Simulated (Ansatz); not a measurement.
**BBrClH: up Jacob's ladder to CCSD(T)**

How much do the methods differ for BBrClH? The plan is to run it at one geometry with functionals of several rungs and with coupled cluster, and see how far each lands from CCSD(T) at the basis-set limit for the atomisation energy.

Program: Ansatz 0.2.0, Gaussian basis. Level of theory: functionals in def2-TZVPP, the program's frozen cores in correlated methods. These are calculated values, not measurements.

Plan: LDA (SPW92), PBE-D4, revPBE-D4, BLYP-D4, r2SCAN-D4, B97M-V, PBE0-D4, B3LYP-D4, r2SCANh-D4, r2SCAN0-D4, HSE06-D4, BHLYP-D4, CAM-B3LYP-D4, LC-ωPBE, ωB97X-V, ωB97M-V, B2PLYP, PBE-QIDH; CCSD(T)/def2-SVP; CCSD(T)/def2-TZVPP; MP2/def2-QZVPP; extrapolation to the limit; RPA on PBE.

## 1. The geometry

An earlier PBE0-D4 in a triple-zeta def2 set relaxation fixed the geometry.

SMILES `ClBBr`, 4 atoms, charge 0, spin multiplicity 1.

Atoms are counted from 1 here; the program's logs count them from 0.

Bond lengths: Cl1–B2 1.730 Å, B2–Br3 1.896 Å, B2–H4 1.186 Å. Angles: Cl1–B2–Br3 121.0°, Cl1–B2–H4 120.0°, Br3–B2–H4 119.0°.

## 2. LDA

This LDA is Slater exchange with PW92 correlation.

The input, in.yaml:

```yaml
crystal:
  periodic: [false, false, false]
  atoms:
    - {symbol: Cl, position_ang: [-1.581079, -0.566028, 0.167516]}
    - {symbol: B, position_ang: [-0.009721, 0.106317, -0.098023]}
    - {symbol: Br, position_ang: [1.529347, -0.664773, 0.696093]}
    - {symbol: H, position_ang: [0.116853, 1.064283, -0.785887]}
basis:
  gaussian: {orbitals: def2-TZVPP}
hamiltonian: {xc: lda}
output: {orbitals: {seedname: orbitals}}
```

Further steps of the session: PBE-D4 (GGA); revPBE-D4 (GGA); BLYP-D4 (GGA); r2SCAN-D4 (meta-GGA); B97M-V (meta-GGA); PBE0-D4 (hybrid); B3LYP-D4 (hybrid); r2SCANh-D4 (hybrid); r2SCAN0-D4 (hybrid); HSE06-D4 (hybrid); BHLYP-D4 (hybrid); CAM-B3LYP-D4 (range-separated); LC-ωPBE-D4 (range-separated); ωB97X-V (range-separated); ωB97M-V (range-separated); B2PLYP (double hybrid); PBE-QIDH (double hybrid); CCSD(T) in def2-SVP; CCSD(T) in def2-TZVPP; MP2 in def2-QZVPP; RPA on PBE orbitals.

**Question.** What will the summary of the whole plan be? Wanted: atomisation energy, CCSD(T)/CBS; farthest beyond LDA; mean size of error, GGA; mean size of error, meta-GGA; mean size of error, hybrid; mean size of error, range-separated; mean size of error, double hybrid; gap, smallest and largest; T1 diagnostic.

The runs gave:

```
                               quantity                                                                     value
        atomisation energy, CCSD(T)/CBS                                                                 12.950 eV
    functionals within 0.130 eV (1.0 %)  revPBE-D4, B3LYP-D4, r2SCAN0-D4, CAM-B3LYP-D4, LC-ωPBE, ωB97X-V, ωB97M-V
                    farthest beyond LDA                                                      BHLYP-D4 (-0.400 eV)
                mean size of error, GGA                                                                  0.182 eV
           mean size of error, meta-GGA                                                                  0.228 eV
             mean size of error, hybrid                                                                  0.183 eV
    mean size of error, range-separated                                                                  0.071 eV
      mean size of error, double hybrid                                                                  0.141 eV
              gap, smallest and largest                                 4.42 eV (LDA (SPW92)), 11.77 eV (LC-ωPBE)
                          T1 diagnostic                                                                    0.0104
triples share of the correlation energy                                                                     3.8 %
```

In words: The LDA atomisation energy is off by 1.980 eV (15 %): it overbinds. PBE-D4 misses by +0.387 eV. Double hybrids carry the basis error of their MP2 part in triple zeta, and no dispersion term here, so their miss is partly the set-up's. By mean error the best rung here is range-separated (0.071 eV) and the worst beyond LDA is meta-GGA (0.228 eV). Misses under about 0.130 eV are within the doubt on the reference itself, which lacks core-valence correlation, relativity and higher excitations, and its outer-core shells are covered unevenly. All levels share the lack of spin-orbit coupling, which lowers the free heavy atoms and so the true binding. Hartree-Fock recovers 77 % of the binding; the rest is correlation. CCSD(T) in def2-SVP is off by -0.616 eV, worse than the median functional, from the basis alone. Orbital gaps span 4.4 to 11.8 eV; exact exchange widens them. Correlated methods include outer-core shells of Br, which these sets cover unevenly.
